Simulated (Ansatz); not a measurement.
# FH₄NSn: an energy map over angle H4–N1–Sn2 and dihedral H4–N1–Sn2–F3

Aim: map the energy of FH4NSn, SMILES [NH2][SnH2][F] over two coordinates, and find its wells, ridges and stiffness.

Method: RKS PBE0-D4/def2-TZVP; program: Ansatz 0.2.0.

### 1 The system as given

SMILES `[NH2][SnH2][F]`, 7 atoms, charge 0, spin multiplicity 1.

Atoms are counted from 1 here; the program's logs count them from 0.

Bond lengths: N1–Sn2 2.041 Å, N1–H4 1.026 Å, N1–H5 1.026 Å, Sn2–F3 1.965 Å, Sn2–H6 1.725 Å, Sn2–H7 1.726 Å. Angles: Sn2–N1–H4 114.3°, Sn2–N1–H5 114.5°, H4–N1–H5 108.8°, N1–Sn2–F3 104.7°, N1–Sn2–H6 111.2°, N1–Sn2–H7 112.3°, F3–Sn2–H6 104.5°, F3–Sn2–H7 104.0°, H6–Sn2–H7 118.6°.

As a file:

| atom | x (Å) | y (Å) | z (Å) |
| --- | --- | --- | --- |
| N1 | -0.8744 | 0.0517 | -0.9575 |
| Sn2 | 0.4974 | -0.0745 | 0.5483 |
| F3 | 0.2539 | -1.8750 | 1.2965 |
| H4 | -1.5632 | 0.8027 | -0.8383 |
| H5 | -0.4694 | 0.1218 | -1.8975 |
| H6 | 0.0982 | 0.9898 | 1.8462 |
| H7 | 2.1188 | -0.0845 | -0.0435 |

This geometry comes from a loose relaxation at PBE in a small basis, which is not shown.

### 2 Geometry optimisation

input.yaml

```yaml
crystal:
  periodic: [false, false, false]
  atoms:
    - { symbol: "N", position_ang: [-0.874414, 0.051697, -0.957529] }
    - { symbol: Sn, position_ang: [0.497422, -0.074539, 0.548283] }
    - { symbol: F, position_ang: [0.253892, -1.874954, 1.296461] }
    - { symbol: H, position_ang: [-1.563249, 0.802658, -0.838306] }
    - { symbol: H, position_ang: [-0.469353, 0.121849, -1.897465] }
    - { symbol: H, position_ang: [0.098194, 0.989812, 1.846216] }
    - { symbol: H, position_ang: [2.118807, -0.084523, -0.04346] }
basis:
  gaussian: { orbitals: def2-TZVP }
hamiltonian:
  xc: pbe0
  dispersion: d4
output:
  forces: true
relax:
  f_tol: 0.003
  max_steps: 120
```

Run with:

```
ansatz run input.yaml --threads 1 --pin off --max-ram 2560MiB --backend cpu --events-out ev --progress --plain --runs-dir out
```

Standard output:

```text
Warning: RAYON_NUM_THREADS=1 ignored (pool sized by the plan → 1); use --threads N
The last accepted step is kept in <dir> (removed where the run ends without a failure and the disk answers)
Engine: ansatz 0.2.0, aarch64-unknown-linux-gnu
Functional definition: PBE0
  parameter a = 0.25
  parameter kappa = 0.804
  parameter beta = 0.06672455060314922
  exchange = (1 - a)*pbe_x(kappa = kappa, mu = beta*pi^2/3) + a*exact_x
  correlation = pbe_c(beta = beta)
948 factors; their error is unknown
mean field evaluation 1: about -10093.0279 eV, gradient 7.0e1 eV
mean field evaluation 2: about -10065.2935 eV, gradient 1.3e2 eV
mean field evaluation 4: about -10101.6830 eV, gradient 3.6e0 eV
mean field evaluation 8: about -10101.7867 eV, gradient 2.9e-1 eV
mean field evaluation 16: about -10101.7868 eV, gradient 7.1e-5 eV
mean field -10101.78684679 eV, -371.2338193825 hartree, gradient 7.1e-5 eV, S^2 0.000000; 0 other end points of the search recorded, 0 dependent functions left out
the calculation of the forces begins
reference -10101.78688298 eV, -371.2338207125 hartree; 21, 21 occupied and 115, 115 virtual orbitals, 948 factors
relax step   1: F+E_penalty+E_count = -10101.87415494 eV  Δ(F+E_penalty+E_count) = +0.000e0 eV  max|allowed force component| = 8.197e-1 eV/Å  Δτ_max = 0.0000 Å  (26 SCF iters, accepted)
these checks for a lower state are left out or cut short: starts, cluster_reference, orbital_swaps, neighbouring_geometries, increment
948 factors; their error is unknown
mean field -10101.83025268 eV, -371.2354145194 hartree, gradient 1.9e-5 eV, S^2 0.000000; 0 other end points of the search recorded, 0 dependent functions left out
the calculation of the forces begins
reference -10101.83028866 eV, -371.2354158416 hartree; 21, 21 occupied and 115, 115 virtual orbitals, 948 factors
relax step   2: F+E_penalty+E_count = -10101.91851847 eV  Δ(F+E_penalty+E_count) = -4.436e-2 eV  max|allowed force component| = 2.793e-1 eV/Å  Δτ_max = 0.0560 Å  (31 SCF iters, accepted)
these checks for a lower state are left out or cut short: starts, cluster_reference, orbital_swaps, neighbouring_geometries, increment
948 factors; their error is unknown
mean field -10101.83887319 eV, -371.2357313173 hartree, gradient 1.9e-5 eV, S^2 0.000000; 0 other end points of the search recorded, 0 dependent functions left out
the calculation of the forces begins
reference -10101.83890927 eV, -371.2357326432 hartree; 21, 21 occupied and 115, 115 virtual orbitals, 948 factors
relax step   3: F+E_penalty+E_count = -10101.92704044 eV  Δ(F+E_penalty+E_count) = -8.522e-3 eV  max|allowed force component| = 1.209e-1 eV/Å  Δτ_max = 0.0156 Å  (30 SCF iters, accepted)
these checks for a lower state are left out or cut short: starts, cluster_reference, orbital_swaps, neighbouring_geometries, increment
948 factors; their error is unknown
mean field evaluation 32: about -10101.7548 eV, gradient 2.0e-2 eV
mean field -10101.84027168 eV, -371.2357827111 hartree, gradient 1.9e-5 eV, S^2 0.000000; 0 other end points of the search recorded, 0 dependent functions left out
the calculation of the forces begins
reference -10101.84030791 eV, -371.2357840426 hartree; 21, 21 occupied and 115, 115 virtual orbitals, 948 factors
relax step   4: F+E_penalty+E_count = -10101.92855270 eV  Δ(F+E_penalty+E_count) = -1.512e-3 eV  max|allowed force component| = 1.593e-1 eV/Å  Δτ_max = 0.0335 Å  (30 SCF iters, accepted)
these checks for a lower state are left out or cut short: starts, cluster_reference, orbital_swaps, neighbouring_geometries, increment
948 factors; their error is unknown
mean field -10101.84142488 eV, -371.2358250903 hartree, gradient 1.9e-5 eV, S^2 0.000000; 0 other end points of the search recorded, 0 dependent functions left out
the calculation of the forces begins
reference -10101.84146115 eV, -371.2358264233 hartree; 21, 21 occupied and 115, 115 virtual orbitals, 948 factors
relax step   5: F+E_penalty+E_count = -10101.92966771 eV  Δ(F+E_penalty+E_count) = -1.115e-3 eV  max|allowed force component| = 3.643e-2 eV/Å  Δτ_max = 0.0152 Å  (31 SCF iters, accepted)
these checks for a lower state are left out or cut short: starts, cluster_reference, orbital_swaps, neighbouring_geometries, increment
948 factors; their error is unknown
mean field -10101.84152112 eV, -371.2358286269 hartree, gradient 1.9e-5 eV, S^2 0.000000; 0 other end points of the search recorded, 0 dependent functions left out
the calculation of the forces begins
reference -10101.84155740 eV, -371.2358299602 hartree; 21, 21 occupied and 115, 115 virtual orbitals, 948 factors
relax step   6: F+E_penalty+E_count = -10101.92979679 eV  Δ(F+E_penalty+E_count) = -1.291e-4 eV  max|allowed force component| = 5.559e-3 eV/Å  Δτ_max = 0.0061 Å  (30 SCF iters, accepted)
these checks for a lower state are left out or cut short: starts, cluster_reference, orbital_swaps, neighbouring_geometries, increment
948 factors; their error is unknown
mean field -10101.84153802 eV, -371.2358292482 hartree, gradient 1.9e-5 eV, S^2 0.000000; 0 other end points of the search recorded, 0 dependent functions left out
the calculation of the forces begins
reference -10101.84157431 eV, -371.2358305818 hartree; 21, 21 occupied and 115, 115 virtual orbitals, 948 factors
relax step   7: F+E_penalty+E_count = -10101.92981212 eV  Δ(F+E_penalty+E_count) = -1.533e-5 eV  max|allowed force component| = 9.998e-4 eV/Å  Δτ_max = 0.0056 Å  (31 SCF iters, accepted)
these checks for a lower state are left out or cut short: starts, cluster_reference, orbital_swaps, neighbouring_geometries, increment
948 factors; their error is unknown
mean field evaluation 64: about -10101.8415 eV, gradient 1.9e-5 eV
mean field -10101.84154052 eV, -371.2358293399 hartree, gradient 1.9e-5 eV, S^2 0.000000; 0 other end points of the search recorded, 0 dependent functions left out
the calculation of the forces begins
reference -10101.84157681 eV, -371.2358306736 hartree; 21, 21 occupied and 115, 115 virtual orbitals, 948 factors
relax step   8: F+E_penalty+E_count = -10101.92981442 eV  Δ(F+E_penalty+E_count) = -2.298e-6 eV  max|allowed force component| = 9.545e-4 eV/Å  Δτ_max = 0.0034 Å  (32 SCF iters, accepted)
948 factors; their error is unknown
mean field -10101.84154052 eV, -371.2358293399 hartree, gradient 1.9e-5 eV, S^2 0.000000; 1 other end points of the search recorded, 0 dependent functions left out
the calculation of the forces begins
reference -10101.84157681 eV, -371.2358306736 hartree; 21, 21 occupied and 115, 115 virtual orbitals, 948 factors
Total energy: -10101.92985071 eV, -371.2390746796 hartree
Atom 0 at    -0.823975     0.088301    -0.943513 Å, force    -0.000347     0.000292    -0.000431 eV/Å
Atom 1 at     0.497830    -0.064915     0.542850 Å, force    -0.000018    -0.000940     0.000423 eV/Å
Atom 2 at     0.232917    -1.826823     1.273145 Å, force    -0.000106     0.000401    -0.000048 eV/Å
Atom 3 at    -1.585936     0.738360    -0.829223 Å, force     0.000955    -0.000651    -0.000367 eV/Å
Atom 4 at    -0.468502     0.128286    -1.885982 Å, force    -0.000427     0.000429     0.000777 eV/Å
Atom 5 at     0.114144     0.971459     1.833782 Å, force    -0.000254     0.000330     0.000156 eV/Å
Atom 6 at     2.094820    -0.102668    -0.036861 Å, force     0.000197     0.000140    -0.000510 eV/Å
Dipole moment:     0.093477     0.715641    -0.312235 e Å
```

Run time: 31 s. Hardware: 1 thread of Arm Neoverse V2, shared host; peak memory 0.24 GiB.

Relaxation path:

| step | energy from step 1 (eV) | largest force component (eV/Å) |
| --- | --- | --- |
| 1 | 0.0000 | 0.8197 |
| 2 | -0.0444 | 0.2793 |
| 3 | -0.0529 | 0.1209 |
| 4 | -0.0544 | 0.1593 |
| 5 | -0.0555 | 0.0364 |
| 6 | -0.0556 | 0.0056 |
| 7 | -0.0557 | 0.0010 |
| 8 | -0.0557 | 0.0010 |

Close pairs (by a distance rule), those that changed most:

| bond | before (Å) | after (Å) | change (Å) |
| --- | --- | --- | --- |
| N1–Sn2 | 2.041 | 1.995 | -0.046 |
| Sn2–F3 | 1.965 | 1.926 | -0.039 |
| Sn2–H7 | 1.726 | 1.699 | -0.027 |
| Sn2–H6 | 1.725 | 1.699 | -0.026 |
| N1–H4 | 1.026 | 1.008 | -0.018 |
| N1–H5 | 1.026 | 1.008 | -0.018 |

### 3 Setting up the map

The axes are (1) angle H4–N1–Sn2: 13 values from 72.8 to 162.8 °; (2) dihedral H4–N1–Sn2–F3: 12 values from −180 to 150 °, periodic.

Nothing else is relaxed (all other coordinates rigid). Energies count from the relaxed molecule at the same level. Points are written as (first, second).

Of the runs on the grid, 3 are shown in the steps below; the others differ only in the two coordinates.

### 4 The run at (162.8°, −90°)

input.yaml

```yaml
crystal:
  periodic: [false, false, false]
  atoms:
    - { symbol: "N", position_ang: [-0.823975, 0.088301, -0.943513] }
    - { symbol: Sn, position_ang: [0.49783, -0.064915, 0.54285] }
    - { symbol: F, position_ang: [1.859073, 1.236946, 0.14284] }
    - { symbol: H, position_ang: [-1.612678, 0.367448, -1.505872] }
    - { symbol: H, position_ang: [-0.468502, 0.128286, -1.885982] }
    - { symbol: H, position_ang: [1.327364, -1.547277, 0.495246] }
    - { symbol: H, position_ang: [-0.151582, 0.468842, 2.019751] }
basis:
  gaussian: { orbitals: def2-TZVP }
hamiltonian:
  xc: pbe0
  dispersion: d4
output:
  forces: true
```

Run with:

```
ansatz run input.yaml --threads 1 --pin off --max-ram 2560MiB --backend cpu --events-out ev --progress --plain --runs-dir out
```

Standard output:

```text
Warning: RAYON_NUM_THREADS=1 ignored (pool sized by the plan → 1); use --threads N
Engine: ansatz 0.2.0, aarch64-unknown-linux-gnu
Functional definition: PBE0
  parameter a = 0.25
  parameter kappa = 0.804
  parameter beta = 0.06672455060314922
  exchange = (1 - a)*pbe_x(kappa = kappa, mu = beta*pi^2/3) + a*exact_x
  correlation = pbe_c(beta = beta)
948 factors; their error is unknown
mean field evaluation 1: about -10091.7563 eV, gradient 7.1e1 eV
mean field evaluation 2: about -10068.9246 eV, gradient 1.2e2 eV
mean field evaluation 4: about -10100.5401 eV, gradient 4.8e0 eV
mean field evaluation 8: about -10100.6599 eV, gradient 2.9e-1 eV
mean field evaluation 16: about -10100.6600 eV, gradient 5.5e-5 eV
mean field -10100.65999650 eV, -371.1924083979 hartree, gradient 5.5e-5 eV, S^2 0.000000; 0 other end points of the search recorded, 0 dependent functions left out
the calculation of the forces begins
reference -10100.66003201 eV, -371.1924097031 hartree; 21, 21 occupied and 115, 115 virtual orbitals, 948 factors
Total energy: -10100.74789549 eV, -371.1956386266 hartree
Atom 0 at    -0.823975     0.088301    -0.943513 Å, force     0.063728    -0.156592    -1.811690 eV/Å
Atom 1 at     0.497830    -0.064915     0.542850 Å, force    -0.618507     0.456124    -0.196836 eV/Å
Atom 2 at     1.859073     1.236946     0.142840 Å, force     0.049139    -0.032785    -0.057989 eV/Å
Atom 3 at    -1.612678     0.367448    -1.505872 Å, force    -2.213483     0.639090     2.412607 eV/Å
Atom 4 at    -0.468502     0.128286    -1.885982 Å, force     2.859356    -0.827390    -0.195599 eV/Å
Atom 5 at     1.327364    -1.547277     0.495246 Å, force    -0.060765     0.035680    -0.101163 eV/Å
Atom 6 at    -0.151582     0.468842     2.019751 Å, force    -0.079466    -0.114127    -0.049330 eV/Å
Dipole moment:    -0.352160    -0.342449    -0.025389 e Å
```

It took 3.1 s on 1 thread of Arm Neoverse V2, shared host; peak memory 0.23 GiB.

On the map this point reads 114 kJ/mol.

### 5 Grid point (117.8°, −60°)

input.yaml

```yaml
crystal:
  periodic: [false, false, false]
  atoms:
    - { symbol: "N", position_ang: [-0.823975, 0.088301, -0.943513] }
    - { symbol: Sn, position_ang: [0.49783, -0.064915, 0.54285] }
    - { symbol: F, position_ang: [1.251813, 1.696961, 0.730288] }
    - { symbol: H, position_ang: [-1.586146, 0.738208, -0.829764] }
    - { symbol: H, position_ang: [-0.468502, 0.128286, -1.885982] }
    - { symbol: H, position_ang: [1.826022, -1.030346, 0.105082] }
    - { symbol: H, position_ang: [-0.264286, -0.340338, 2.036566] }
basis:
  gaussian: { orbitals: def2-TZVP }
hamiltonian:
  xc: pbe0
  dispersion: d4
output:
  forces: true
```

Run with:

```
ansatz run input.yaml --threads 1 --pin off --max-ram 2560MiB --backend cpu --events-out ev --progress --plain --runs-dir out
```

Standard output:

```text
Warning: RAYON_NUM_THREADS=1 ignored (pool sized by the plan → 1); use --threads N
Engine: ansatz 0.2.0, aarch64-unknown-linux-gnu
Functional definition: PBE0
  parameter a = 0.25
  parameter kappa = 0.804
  parameter beta = 0.06672455060314922
  exchange = (1 - a)*pbe_x(kappa = kappa, mu = beta*pi^2/3) + a*exact_x
  correlation = pbe_c(beta = beta)
948 factors; their error is unknown
mean field evaluation 1: about -10093.2385 eV, gradient 7.0e1 eV
mean field evaluation 2: about -10071.9626 eV, gradient 1.2e2 eV
mean field evaluation 4: about -10101.7476 eV, gradient 5.6e0 eV
mean field evaluation 8: about -10101.8804 eV, gradient 2.9e-1 eV
mean field evaluation 16: about -10101.8805 eV, gradient 7.8e-5 eV
mean field -10101.88051281 eV, -371.2372615452 hartree, gradient 7.8e-5 eV, S^2 0.000000; 0 other end points of the search recorded, 0 dependent functions left out
the calculation of the forces begins
reference -10101.88054849 eV, -371.2372628565 hartree; 21, 21 occupied and 115, 115 virtual orbitals, 948 factors
Total energy: -10101.96897038 eV, -371.2405123008 hartree
Atom 0 at    -0.823975     0.088301    -0.943513 Å, force    -0.064667    -0.300179     0.033707 eV/Å
Atom 1 at     0.497830    -0.064915     0.542850 Å, force    -0.025669     0.093858    -0.087328 eV/Å
Atom 2 at     1.251813     1.696961     0.730288 Å, force     0.136633     0.182658     0.105203 eV/Å
Atom 3 at    -1.586146     0.738208    -0.829764 Å, force     0.026694     0.036182     0.019086 eV/Å
Atom 4 at    -0.468502     0.128286    -1.885982 Å, force     0.038681     0.065729     0.017461 eV/Å
Atom 5 at     1.826022    -1.030346     0.105082 Å, force    -0.093912    -0.047803    -0.018926 eV/Å
Atom 6 at    -0.264286    -0.340338     2.036566 Å, force    -0.017761    -0.030445    -0.069203 eV/Å
Dipole moment:    -0.210274    -0.378917    -0.130682 e Å
```

Run time: 3.2 s. Hardware: 1 thread of Arm Neoverse V2, shared host; peak memory 0.23 GiB.

That is −3.8 kJ/mol from the zero.

### 6 The run at (117.8°, 0°)

input.yaml

```yaml
crystal:
  periodic: [false, false, false]
  atoms:
    - { symbol: "N", position_ang: [-0.823975, 0.088301, -0.943513] }
    - { symbol: Sn, position_ang: [0.49783, -0.064915, 0.54285] }
    - { symbol: F, position_ang: [-0.107535, 1.175618, 1.885401] }
    - { symbol: H, position_ang: [-1.586146, 0.738208, -0.829764] }
    - { symbol: H, position_ang: [-0.468502, 0.128286, -1.885982] }
    - { symbol: H, position_ang: [2.02202, 0.536442, 0.092289] }
    - { symbol: H, position_ang: [0.403545, -1.575624, 1.315337] }
basis:
  gaussian: { orbitals: def2-TZVP }
hamiltonian:
  xc: pbe0
  dispersion: d4
output:
  forces: true
```

Run with:

```
ansatz run input.yaml --threads 1 --pin off --max-ram 2560MiB --backend cpu --events-out ev --progress --plain --runs-dir out
```

Standard output:

```text
Warning: RAYON_NUM_THREADS=1 ignored (pool sized by the plan → 1); use --threads N
Engine: ansatz 0.2.0, aarch64-unknown-linux-gnu
Functional definition: PBE0
  parameter a = 0.25
  parameter kappa = 0.804
  parameter beta = 0.06672455060314922
  exchange = (1 - a)*pbe_x(kappa = kappa, mu = beta*pi^2/3) + a*exact_x
  correlation = pbe_c(beta = beta)
948 factors; their error is unknown
mean field evaluation 1: about -10093.0807 eV, gradient 7.0e1 eV
mean field evaluation 2: about -10074.4492 eV, gradient 1.2e2 eV
mean field evaluation 4: about -10101.6746 eV, gradient 3.0e0 eV
mean field evaluation 8: about -10101.6901 eV, gradient 2.7e-1 eV
mean field evaluation 16: about -10101.7747 eV, gradient 1.3e-4 eV
mean field -10101.77467581 eV, -371.2333721071 hartree, gradient 2.6e-5 eV, S^2 0.000000; 0 other end points of the search recorded, 0 dependent functions left out
the calculation of the forces begins
reference -10101.77470999 eV, -371.2333733632 hartree; 21, 21 occupied and 115, 115 virtual orbitals, 948 factors
Total energy: -10101.86306134 eV, -371.2366202155 hartree
Atom 0 at    -0.823975     0.088301    -0.943513 Å, force    -0.184249    -0.226599    -0.138644 eV/Å
Atom 1 at     0.497830    -0.064915     0.542850 Å, force     0.041410     0.164229     0.115344 eV/Å
Atom 2 at    -0.107535     1.175618     1.885401 Å, force    -0.092122     0.008691    -0.009056 eV/Å
Atom 3 at    -1.586146     0.738208    -0.829764 Å, force     0.015582     0.043631     0.058377 eV/Å
Atom 4 at    -0.468502     0.128286    -1.885982 Å, force     0.039744     0.129497     0.021372 eV/Å
Atom 5 at     2.022020     0.536442     0.092289 Å, force     0.139368    -0.116652    -0.031095 eV/Å
Atom 6 at     0.403545    -1.575624     1.315337 Å, force     0.040267    -0.002796    -0.016299 eV/Å
Dipole moment:     0.205721    -0.207876    -0.473924 e Å
```

Wall time 3.3 s (1 thread of Arm Neoverse V2, shared host); peak memory 0.23 GiB.

Energy on the map's scale: 6 kJ/mol.

### 7 The map

156 points were computed. Energies in kJ/mol, from the relaxed molecule at the same level:

| dihedral H4–N1–Sn2–F3 (°) ↓, angle H4–N1–Sn2 (°) → | 72.8 | 80.3 | 87.8 | 95.3 | 102.8 | 110.3 | 117.8 | 125.3 | 132.8 | 140.3 | 147.8 | 155.3 | 162.8 |
| --- | --- | --- | --- | --- | --- | --- | --- | --- | --- | --- | --- | --- | --- |
| 150 | 137 | 94 | 61 | 36 | 18 | 7 | 4 | 7 | 17 | 33 | 55 | 82 | 114 |
| 120 | 135 | 92 | 58 | 32 | 14 | 4 | 0 | 4 | 14 | 30 | 52 | 80 | 113 |
| 90 | 137 | 93 | 59 | 33 | 15 | 5 | 1 | 5 | 16 | 33 | 56 | 84 | 117 |
| 60 | 140 | 96 | 62 | 37 | 19 | 9 | 6 | 10 | 21 | 38 | 61 | 90 | 123 |
| 30 | 137 | 95 | 62 | 38 | 21 | 12 | 9 | 13 | 24 | 41 | 64 | 92 | 124 |
| 0 | 133 | 91 | 59 | 35 | 18 | 9 | 6 | 11 | 21 | 38 | 60 | 88 | 120 |
| −30 | 129 | 87 | 54 | 30 | 13 | 3 | 0 | 4 | 15 | 31 | 54 | 81 | 114 |
| −60 | 128 | 85 | 52 | 27 | 9 | −1 | −4 | 0 | 11 | 27 | 50 | 78 | 111 |
| −90 | 130 | 87 | 54 | 28 | 11 | 1 | −2 | 2 | 12 | 29 | 52 | 81 | 114 |
| −120 | 137 | 94 | 60 | 34 | 16 | 6 | 3 | 7 | 18 | 35 | 58 | 86 | 119 |
| −150 | 143 | 99 | 65 | 40 | 22 | 12 | 8 | 12 | 23 | 39 | 62 | 89 | 121 |
| −180 | 142 | 99 | 65 | 40 | 22 | 12 | 8 | 12 | 22 | 38 | 60 | 87 | 118 |

The dipole moment (D) at each point:

```tsv
dihedral H4–N1–Sn2–F3 (°) ↓, angle H4–N1–Sn2 (°) →	72.8	80.3	87.8	95.3	102.8	110.3	117.8	125.3	132.8	140.3	147.8	155.3	162.8
150	3.49	3.55	3.59	3.62	3.63	3.62	3.60	3.56	3.51	3.44	3.36	3.26	3.16
120	3.72	3.75	3.78	3.79	3.79	3.79	3.77	3.74	3.70	3.66	3.60	3.55	3.49
90	3.72	3.72	3.73	3.73	3.73	3.72	3.72	3.71	3.69	3.68	3.67	3.66	3.66
60	3.48	3.46	3.45	3.44	3.44	3.45	3.46	3.47	3.49	3.52	3.56	3.60	3.66
30	3.07	3.03	3.01	3.01	3.02	3.04	3.07	3.12	3.18	3.25	3.33	3.42	3.53
0	2.59	2.55	2.53	2.54	2.57	2.61	2.67	2.75	2.84	2.94	3.06	3.18	3.32
−30	2.14	2.12	2.12	2.15	2.20	2.27	2.35	2.44	2.54	2.64	2.76	2.89	3.03
−60	1.86	1.87	1.92	1.97	2.04	2.10	2.17	2.25	2.32	2.40	2.49	2.58	2.68
−90	1.85	1.92	2.00	2.07	2.14	2.19	2.23	2.26	2.29	2.31	2.32	2.34	2.36
−120	2.15	2.25	2.34	2.41	2.45	2.48	2.49	2.47	2.45	2.40	2.35	2.29	2.22
−150	2.61	2.71	2.78	2.84	2.86	2.87	2.86	2.82	2.76	2.69	2.60	2.49	2.37
−180	3.09	3.17	3.23	3.27	3.29	3.28	3.26	3.22	3.15	3.07	2.98	2.87	2.74
```

The largest force on an atom (eV/Å) at each point:

```tsv
dihedral H4–N1–Sn2–F3 (°) ↓, angle H4–N1–Sn2 (°) →	72.8	80.3	87.8	95.3	102.8	110.3	117.8	125.3	132.8	140.3	147.8	155.3	162.8
150	3.95	3.15	2.45	1.80	1.19	0.62	0.20	0.59	1.16	1.72	2.27	2.81	3.33
120	3.98	3.18	2.48	1.82	1.20	0.59	0.03	0.59	1.17	1.74	2.30	2.84	3.36
90	4.06	3.24	2.52	1.86	1.22	0.60	0.10	0.60	1.18	1.75	2.30	2.84	3.36
60	4.06	3.23	2.50	1.83	1.20	0.62	0.30	0.67	1.18	1.74	2.29	2.82	3.34
30	3.98	3.14	2.42	1.76	1.14	0.64	0.40	0.73	1.18	1.73	2.28	2.80	3.32
0	3.94	3.10	2.38	1.73	1.11	0.55	0.32	0.71	1.19	1.74	2.28	2.81	3.33
−30	3.96	3.14	2.42	1.76	1.15	0.61	0.29	0.65	1.19	1.74	2.29	2.83	3.35
−60	3.98	3.18	2.46	1.81	1.27	0.73	0.31	0.60	1.18	1.74	2.30	2.83	3.36
−90	4.02	3.21	2.50	1.84	1.29	0.75	0.30	0.60	1.17	1.73	2.29	2.82	3.34
−120	4.08	3.26	2.54	1.87	1.24	0.64	0.29	0.64	1.16	1.72	2.27	2.79	3.30
−150	4.08	3.25	2.53	1.87	1.23	0.62	0.37	0.75	1.21	1.70	2.25	2.77	3.28
−180	4.00	3.19	2.48	1.83	1.20	0.65	0.38	0.71	1.15	1.70	2.25	2.78	3.30
```

Energy (kJ/mol) at eleven even steps along the easiest path on the interpolated surface, from (117.8°, −60°): −4, −3, −1, 2, 6, 9, 9, 7, 4, 1, 0.

### 8 Outcome

| quantity | value |
| --- | --- |
| lowest point | (117.8°, −60°), −3.8 kJ/mol |
| highest computed point | (72.8°, −150°), 146 kJ/mol above the lowest |
| dipole moment (D) | 1.85 at (72.8°, −90°) to 3.79 at (102.8°, 120°); 2.17 at the lowest point |
| largest force on an atom (eV/Å) | 0.03 at (117.8°, 120°) to 4.08 at (72.8°, −120°); 0.31 at the lowest point |
| time for the whole task | 9.3 min on 1 thread, shared host |

The lowest computed point is at (117.8°, −60°), −3.8 kJ/mol from the relaxed molecule at the same level. There is a further well near (117.8°, 120°) (4.0 kJ/mol above the lowest at that grid point). The highest computed point, (72.8°, −150°), lies 146 kJ/mol above the lowest. On the interpolated surface the easiest way out of the lowest well to the well at (117.8°, 120°) passes a barrier of about 13 kJ/mol. Round the minimum the two coordinates are nearly uncoupled.
